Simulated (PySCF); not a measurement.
# TeTa2: the SCF solver's settings

Aim: find out which solver settings change the answer for TeTa2.

The runs use PySCF 2.14.0; each script names its method and basis.

3 further runs of the same task are left out: 3 that didn't finish.

## 1. The system as given

TeTa2: 3 atoms, charge 0, spin multiplicity 1.

Bond lengths: Te1–Ta2 2.443 Å, Te1–Ta3 2.443 Å. Angles: Ta2–Te1–Ta3 180.0°.

## 2. Base script

Input file input.py:

```python
from pyscf import gto, scf, mp

mol = gto.M(
    atom='Te 0 0 0; Ta 0 0 2.4426; Ta 0 0 -2.4426',
    basis='lanl2dz',
    ecp={'Te': 'lanl2dz', 'Ta': 'lanl2dz'},
    charge=0,
    spin=0,
    verbose=4,
)
mf = scf.RHF(mol)
mf.kernel()
mp.MP2(mf).kernel()
mf.dip_moment()
print('orbital energies (hartree):', mf.mo_energy[..., max(0, mol.nelec[1]-3):mol.nelec[0]+3].round(4))
```

Command:

```bash
$ OMP_NUM_THREADS=1 python input.py
```

Its log is not repeated here.

Base result: E(SCF) = -121.653317 Eh, E(MP2) − E(SCF) = -1.07870 Eh, μ = 0.00 D (of the SCF density).

## 3. Second-order solver on

Edit 1 changes second-order solver: off → on.

Edit input.py of step 2 so:

```diff
@@ -11,2 +11,3 @@
 mf = scf.RHF(mol)
+mf = mf.newton()
 mf.kernel()
```

Command:

```bash
$ OMP_NUM_THREADS=1 python input.py
```

The program printed:

```text
PySCF version 2.14.0

[INPUT] verbose = 4
[INPUT] num. atoms = 3
[INPUT] num. electrons = 32
[INPUT] charge = 0
[INPUT] spin (= nelec alpha-beta = 2S) = 0
[INPUT] symmetry False subgroup None
[INPUT] Mole.unit = angstrom
[INPUT] Symbol           X                Y                Z      unit          X                Y                Z       unit  Magmom
[INPUT]  1 Te     0.000000000000   0.000000000000   0.000000000000 AA    0.000000000000   0.000000000000   0.000000000000 Bohr   0.0
[INPUT]  2 Ta     0.000000000000   0.000000000000   2.442600000000 AA    0.000000000000   0.000000000000   4.615845031863 Bohr   0.0
[INPUT]  3 Ta     0.000000000000   0.000000000000  -2.442600000000 AA    0.000000000000   0.000000000000  -4.615845031863 Bohr   0.0

nuclear repulsion = 52.1031356858511
number of shells = 18
number of NR pGTOs = 88
number of NR cGTOs = 52
basis = lanl2dz
ecp = {'Te': 'lanl2dz', 'Ta': 'lanl2dz'}

******** <class 'pyscf.soscf.newton_ah.SecondOrderRHF'> ********
method = SecondOrderRHF
initial guess = minao
damping factor = 0
level_shift factor = 0
DIIS = <class 'pyscf.scf.diis.CDIIS'>
diis_start_cycle = 1
diis_space = 8
diis_damp = 0
SCF conv_tol = 1e-09
SCF conv_tol_grad = None
SCF max_cycles = 50
direct_scf = True
direct_scf_tol = 1e-13
******** <class 'pyscf.scf.hf.RHF'> Newton solver flags ********
SCF tol = 1e-09
conv_tol_grad = None
max. SCF cycles = 50
direct_scf = True
direct_scf_tol = 1e-13
max_cycle_inner = 12
max_stepsize = 0.05
ah_start_tol = 1e+09
ah_level_shift = 0
ah_conv_tol = 1e-12
ah_lindep = 1e-14
ah_start_cycle = 1
ah_max_cycle = 40
ah_grad_trust_region = 2.5
kf_interval = 4
kf_trust_region = 5
canonicalization = True
Set conv_tol_grad to 3.16228e-05
Initial guess from minao.
Initial guess E= -118.799090594231  |g|= 1.64683
macro= 0  E= -121.152485019722  delta_E= -2.35339  |g|= 0.798783  3 KF 15 JK
macro= 1  E= -121.515877830985  delta_E= -0.363393  |g|= 0.222004  3 KF 18 JK
macro= 2  E= -121.592360208608  delta_E= -0.0764824  |g|= 0.0633712  3 KF 11 JK
macro= 3  E= -121.592832784636  delta_E= -0.000472576  |g|= 1.73514e-05  4 KF 18 JK
macro= 4  E= -121.592832782727  delta_E= 1.90923e-09  |g|= 1.88995e-05  1 KF 6 JK
macro= 5  E= -121.592832782727  delta_E= 1.13687e-13  |g|= 1.01998e-05  1 KF 2 JK
Canonicalize SCF orbitals
macro X = 6  E=-121.592832782727  |g|= 1.01998e-05  total 16 KF 77 JK
converged SCF energy = -121.592832782727

******** <class 'pyscf.mp.mp2.RMP2'> ********
nocc = 16, nmo = 52
E(RMP2) = -122.734989128277  E_corr = -1.14215634554962
E(SCS-RMP2) = -122.662699592004  E_corr = -1.06986680927718
E_corr(same-spin) = -0.346985544671959
E_corr(oppo-spin) = -0.795170800877665
Dipole moment(X, Y, Z, Debye):  0.00000,  0.00000,  0.00020
orbital energies (hartree): [-0.3207 -0.1613 -0.1613 -0.1049 -0.1049 -0.0196]
```

It took 2.1 s on 1 thread of Arm Neoverse N1, shared host.

This run: E(SCF) = -121.592833 Eh (+1.6459 eV from the base), 6 macro-iterations, E(MP2) − E(SCF) = -1.14216 Eh, μ = 0.00 D (of the SCF density).

## 4. DIIS space 12

Edit 2 changes DIIS space: default → 12.

Edit input.py of step 2 so:

```diff
@@ -11,2 +11,3 @@
 mf = scf.RHF(mol)
+mf.diis_space = 12
 mf.kernel()
```

Command:

```bash
$ OMP_NUM_THREADS=1 python input.py
```

The program printed:

```text
PySCF version 2.14.0

[INPUT] verbose = 4
[INPUT] num. atoms = 3
[INPUT] num. electrons = 32
[INPUT] charge = 0
[INPUT] spin (= nelec alpha-beta = 2S) = 0
[INPUT] symmetry False subgroup None
[INPUT] Mole.unit = angstrom
[INPUT] Symbol           X                Y                Z      unit          X                Y                Z       unit  Magmom
[INPUT]  1 Te     0.000000000000   0.000000000000   0.000000000000 AA    0.000000000000   0.000000000000   0.000000000000 Bohr   0.0
[INPUT]  2 Ta     0.000000000000   0.000000000000   2.442600000000 AA    0.000000000000   0.000000000000   4.615845031863 Bohr   0.0
[INPUT]  3 Ta     0.000000000000   0.000000000000  -2.442600000000 AA    0.000000000000   0.000000000000  -4.615845031863 Bohr   0.0

nuclear repulsion = 52.1031356858511
number of shells = 18
number of NR pGTOs = 88
number of NR cGTOs = 52
basis = lanl2dz
ecp = {'Te': 'lanl2dz', 'Ta': 'lanl2dz'}

******** <class 'pyscf.scf.hf.RHF'> ********
method = RHF
initial guess = minao
damping factor = 0
level_shift factor = 0
DIIS = <class 'pyscf.scf.diis.CDIIS'>
diis_start_cycle = 1
diis_space = 12
diis_damp = 0
SCF conv_tol = 1e-09
SCF conv_tol_grad = None
SCF max_cycles = 50
direct_scf = True
direct_scf_tol = 1e-13
Set gradient conv threshold to 3.16228e-05
Initial guess from minao.
init E= -121.95473039579
  HOMO = 0.0702121752734143  LUMO = 0.0781916173802381  gap/eV = 0.21713
cycle= 1 E= -118.799090594231  delta_E= 3.16  |g|= 1.65  |ddm|= 7.99

WARN: HOMO -0.824557653244588 == LUMO -0.824487848774241

cycle= 2 E= -119.24630933841  delta_E= -0.447  |g|= 2.09  |ddm|= 8.41

WARN: HOMO -0.297843457822441 == LUMO -0.297843457822439

cycle= 3 E= -121.521046785644  delta_E= -2.27  |g|= 0.474  |ddm|= 4.01
  HOMO = -0.158660099189705  LUMO = -0.106745970720325  gap/eV = 1.41266
cycle= 4 E= -121.632324530208  delta_E= -0.111  |g|= 0.192  |ddm|= 1.21
  HOMO = -0.139892535918909  LUMO = -0.0647544635736894  gap/eV = 2.04461
cycle= 5 E= -121.651722952127  delta_E= -0.0194  |g|= 0.0344  |ddm|= 0.352
  HOMO = -0.131615936131437  LUMO = -0.05517950514768  gap/eV = 2.07994
cycle= 6 E= -121.653004141391  delta_E= -0.00128  |g|= 0.0112  |ddm|= 0.132
  HOMO = -0.132220276827793  LUMO = -0.0558343512423676  gap/eV = 2.07857
cycle= 7 E= -121.653225399519  delta_E= -0.000221  |g|= 0.0049  |ddm|= 0.0529
  HOMO = -0.13319752744158  LUMO = -0.0562803410997756  gap/eV = 2.09302
cycle= 8 E= -121.653305865504  delta_E= -8.05e-05  |g|= 0.00251  |ddm|= 0.0445
  HOMO = -0.133203341397513  LUMO = -0.0562125839962531  gap/eV = 2.09503
cycle= 9 E= -121.653294575846  delta_E= 1.13e-05  |g|= 0.00746  |ddm|= 0.00864
  HOMO = -0.133211643437127  LUMO = -0.05605022076355  gap/eV = 2.09967
cycle= 10 E= -121.65331594869  delta_E= -2.14e-05  |g|= 0.000541  |ddm|= 0.0107
  HOMO = -0.133389677793465  LUMO = -0.0560734967734282  gap/eV = 2.10388
cycle= 11 E= -121.653316813406  delta_E= -8.65e-07  |g|= 0.000184  |ddm|= 0.00495
  HOMO = -0.133466388375517  LUMO = -0.0561254638294577  gap/eV = 2.10455
cycle= 12 E= -121.653316840085  delta_E= -2.67e-08  |g|= 2.57e-05  |ddm|= 0.000652
  HOMO = -0.133470995181912  LUMO = -0.056124274447523  gap/eV = 2.10471
cycle= 13 E= -121.653316842873  delta_E= -2.79e-09  |g|= 4.44e-05  |ddm|= 0.000204
  HOMO = -0.133469493507111  LUMO = -0.0561227908427515  gap/eV = 2.10471
cycle= 14 E= -121.65331684186  delta_E= 1.01e-09  |g|= 2.9e-05  |ddm|= 6.55e-05
  HOMO = -0.133469467141006  LUMO = -0.0561221189990357  gap/eV = 2.10473
cycle= 15 E= -121.653316841292  delta_E= 5.67e-10  |g|= 1.27e-06  |ddm|= 0.000129
  HOMO = -0.13346968696869  LUMO = -0.0561220185806519  gap/eV = 2.10474
Extra cycle  E= -121.653316841293  delta_E= -1.08e-12  |g|= 2.18e-06  |ddm|= 5.65e-06
converged SCF energy = -121.653316841293

******** <class 'pyscf.mp.mp2.RMP2'> ********
nocc = 16, nmo = 52
E(RMP2) = -122.732017858748  E_corr = -1.07870101745431
E(SCS-RMP2) = -122.626313577508  E_corr = -0.972996736214079
E_corr(same-spin) = -0.370897482382029
E_corr(oppo-spin) = -0.70780353507228
Dipole moment(X, Y, Z, Debye):  0.00000, -0.00000,  0.00005
orbital energies (hartree): [-0.1953 -0.1746 -0.1335 -0.0561 -0.0274  0.0084]
```

Wall time 1.7 s (1 thread of Arm Neoverse N1, shared host).

This run: E(SCF) = -121.653317 Eh (no change), 15 cycles, E(MP2) − E(SCF) = -1.07870 Eh, μ = 0.00 D (of the SCF density).

## 5. Convergence threshold 1e-11 hartree

Edit 3 changes convergence threshold: default → 1e-11 hartree.

Edit input.py of step 2 so:

```diff
@@ -11,2 +11,3 @@
 mf = scf.RHF(mol)
+mf.conv_tol = 1e-11
 mf.kernel()
```

Command:

```bash
$ OMP_NUM_THREADS=1 python input.py
```

The program printed:

```text
PySCF version 2.14.0

[INPUT] verbose = 4
[INPUT] num. atoms = 3
[INPUT] num. electrons = 32
[INPUT] charge = 0
[INPUT] spin (= nelec alpha-beta = 2S) = 0
[INPUT] symmetry False subgroup None
[INPUT] Mole.unit = angstrom
[INPUT] Symbol           X                Y                Z      unit          X                Y                Z       unit  Magmom
[INPUT]  1 Te     0.000000000000   0.000000000000   0.000000000000 AA    0.000000000000   0.000000000000   0.000000000000 Bohr   0.0
[INPUT]  2 Ta     0.000000000000   0.000000000000   2.442600000000 AA    0.000000000000   0.000000000000   4.615845031863 Bohr   0.0
[INPUT]  3 Ta     0.000000000000   0.000000000000  -2.442600000000 AA    0.000000000000   0.000000000000  -4.615845031863 Bohr   0.0

nuclear repulsion = 52.1031356858511
number of shells = 18
number of NR pGTOs = 88
number of NR cGTOs = 52
basis = lanl2dz
ecp = {'Te': 'lanl2dz', 'Ta': 'lanl2dz'}

******** <class 'pyscf.scf.hf.RHF'> ********
method = RHF
initial guess = minao
damping factor = 0
level_shift factor = 0
DIIS = <class 'pyscf.scf.diis.CDIIS'>
diis_start_cycle = 1
diis_space = 8
diis_damp = 0
SCF conv_tol = 1e-11
SCF conv_tol_grad = None
SCF max_cycles = 50
direct_scf = True
direct_scf_tol = 1e-13
Set gradient conv threshold to 3.16228e-06
Initial guess from minao.
init E= -121.95473039579
  HOMO = 0.0702121752734143  LUMO = 0.0781916173802381  gap/eV = 0.21713
cycle= 1 E= -118.799090594231  delta_E= 3.16  |g|= 1.65  |ddm|= 7.99

WARN: HOMO -0.824557653244588 == LUMO -0.824487848774241

cycle= 2 E= -119.24630933841  delta_E= -0.447  |g|= 2.09  |ddm|= 8.41

WARN: HOMO -0.297843457822441 == LUMO -0.297843457822439

cycle= 3 E= -121.521046785644  delta_E= -2.27  |g|= 0.474  |ddm|= 4.01
  HOMO = -0.158660099189705  LUMO = -0.106745970720325  gap/eV = 1.41266
cycle= 4 E= -121.632324530208  delta_E= -0.111  |g|= 0.192  |ddm|= 1.21
  HOMO = -0.139892535918909  LUMO = -0.0647544635736894  gap/eV = 2.04461
cycle= 5 E= -121.651722952127  delta_E= -0.0194  |g|= 0.0344  |ddm|= 0.352
  HOMO = -0.131615936131437  LUMO = -0.05517950514768  gap/eV = 2.07994
cycle= 6 E= -121.653004141391  delta_E= -0.00128  |g|= 0.0112  |ddm|= 0.132
  HOMO = -0.132220276827793  LUMO = -0.0558343512423676  gap/eV = 2.07857
cycle= 7 E= -121.653225399519  delta_E= -0.000221  |g|= 0.0049  |ddm|= 0.0529
  HOMO = -0.13319752744158  LUMO = -0.0562803410997756  gap/eV = 2.09302
cycle= 8 E= -121.653305865504  delta_E= -8.05e-05  |g|= 0.00251  |ddm|= 0.0445
  HOMO = -0.133203341397513  LUMO = -0.0562125839962531  gap/eV = 2.09503
cycle= 9 E= -121.653294575846  delta_E= 1.13e-05  |g|= 0.00746  |ddm|= 0.00864
  HOMO = -0.133211581074426  LUMO = -0.0560501512769682  gap/eV = 2.09967
cycle= 10 E= -121.653315948674  delta_E= -2.14e-05  |g|= 0.000541  |ddm|= 0.0107
  HOMO = -0.133423870498657  LUMO = -0.0561102171760934  gap/eV = 2.10381
cycle= 11 E= -121.653316818953  delta_E= -8.7e-07  |g|= 0.000104  |ddm|= 0.0049
  HOMO = -0.133465584964862  LUMO = -0.0561244016162208  gap/eV = 2.10456
cycle= 12 E= -121.653316839368  delta_E= -2.04e-08  |g|= 2.94e-05  |ddm|= 0.000592
  HOMO = -0.133468546457598  LUMO = -0.0561232172386967  gap/eV = 2.10467
cycle= 13 E= -121.65331684215  delta_E= -2.78e-09  |g|= 3.79e-05  |ddm|= 0.000184
  HOMO = -0.133468504208409  LUMO = -0.0561227557580608  gap/eV = 2.10469
cycle= 14 E= -121.653316844136  delta_E= -1.99e-09  |g|= 5.9e-05  |ddm|= 9.39e-05
  HOMO = -0.13346988374159  LUMO = -0.056122532616893  gap/eV = 2.10473
cycle= 15 E= -121.653316841291  delta_E= 2.84e-09  |g|= 4.68e-06  |ddm|= 0.000231
  HOMO = -0.133469670937548  LUMO = -0.0561219429355138  gap/eV = 2.10474
cycle= 16 E= -121.653316841294  delta_E= -3.01e-12  |g|= 6.36e-07  |ddm|= 2.75e-05
  HOMO = -0.133469736697136  LUMO = -0.0561219741971919  gap/eV = 2.10474
Extra cycle  E= -121.653316841295  delta_E= -6.82e-13  |g|= 1.06e-06  |ddm|= 2.81e-06
converged SCF energy = -121.653316841295

******** <class 'pyscf.mp.mp2.RMP2'> ********
nocc = 16, nmo = 52
E(RMP2) = -122.732017142316  E_corr = -1.078700301021
E(SCS-RMP2) = -122.626312957285  E_corr = -0.972996115989554
E_corr(same-spin) = -0.370897206041127
E_corr(oppo-spin) = -0.707803094979871
Dipole moment(X, Y, Z, Debye):  0.00000, -0.00000,  0.00001
orbital energies (hartree): [-0.1953 -0.1746 -0.1335 -0.0561 -0.0274  0.0084]
```

Wall time 1.7 s (1 thread of Arm Neoverse N1, shared host).

Outcome: E(SCF) = -121.653317 Eh (no change), 16 cycles, E(MP2) − E(SCF) = -1.07870 Eh, μ = 0.00 D (of the SCF density).

## 6. Side by side

```csv
run,E(SCF) (hartree),from base (eV),cycles,gap (eV),SCF dipole (D),after the SCF
base,-121.653317,0,16,2.11,0.00,MP2 correlation -29.353 eV
second-order solver on,-121.592833,+1.6459,6 macro,1.53,0.00,MP2 correlation -31.080 eV
DIIS space 12,-121.653317,0.0000,15,2.11,0.00,MP2 correlation -29.353 eV
convergence threshold 1e-11 hartree,-121.653317,0.0000,16,2.11,0.00,MP2 correlation -29.353 eV
```

Wall time on 1 thread of Arm Neoverse N1, shared host, start-up included: base 1.8 s; second-order solver on 2.1 s; DIIS space 12 1.7 s; convergence threshold 1e-11 hartree 1.7 s.

Distance from each run's final energy (log10 hartree) by cycle:

```csv
run,cycle 1,cycle 2,cycle 3,cycle 5,cycle 8,cycle 12
base,0.5,0.4,-0.9,-2.8,-5.0,-8.7
second-order solver on,-0.4,-1.1,-3.3,< -11,done,done
DIIS space 12,0.5,0.4,-0.9,-2.8,-5.0,-8.9
convergence threshold 1e-11 hartree,0.5,0.4,-0.9,-2.8,-5.0,-8.7
```

What this shows: The SCF energy stays the same, to the digits that matter, with DIIS space 12 or convergence threshold 1e-11 hartree. With second-order solver on the SCF ends in another solution, 1.65 eV higher: the path to self-consistency decides the state here.
